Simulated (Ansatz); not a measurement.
# BGeH2: the cost of one run

The runs use Ansatz 0.2.0, Gaussian basis; cc-pVTZ, core rule «outside noble gas», up to 15 orbitals frozen.

The runs, in order: UHF; CCSD(T) on ROHF; CCSD(T) on UHF; BCCD(T) on ROHF; CISD; CCSDT(Q) on ROHF; CCSDT(Q) on UHF; CASSCF and NEVPT2, 3 electrons in 3 orbitals; CASSCF and NEVPT2, 9 electrons in 10 orbitals.

## (1) What is computed

The geometry derives from a PBE0/def2-TZVP stationary point (not a proven minimum). One bond is set to the value named and the two fragments are kept rigid. No spin-orbit coupling is included. The filled d shell of Ge may be among the frozen orbitals whatever the setting's name suggests; the logs give the count.

4 atoms, charge 0, spin multiplicity 2.

Atoms are counted from 1 here; the program's logs count them from 0.

Bond lengths: Ge1–H3 1.520 Å, Ge1–H4 1.520 Å. Angles: H3–Ge1–H4 119.5°.

## (2) UHF

File in.yaml:

```yaml
crystal:
  periodic: [false, false, false]
  atoms:
    - {symbol: Ge, position_ang: [0.000000, 0.000000, -0.422388]}
    - {symbol: B, position_ang: [0.000000, 0.000000, 3.059612]}
    - {symbol: H, position_ang: [0.000000, 1.313392, -1.188164]}
    - {symbol: H, position_ang: [0.000000, -1.313392, -1.188164]}
basis:
  gaussian: {orbitals: cc-pVTZ}
magnetization: {spin_polarized: true, initial_magnetization: 1}
hamiltonian: {xc: hf}
output: {orbitals: {seedname: orbitals}}
```

The run is started by

```console
ansatz run in.yaml --threads 1 --pin off --events-out ev --progress --plain --max-ram 2816MiB --backend cpu
```

What time and memory should one allow on 1 thread of AMD EPYC 7R13, shared host?

About 34 s, with a peak of 0.27 GiB.
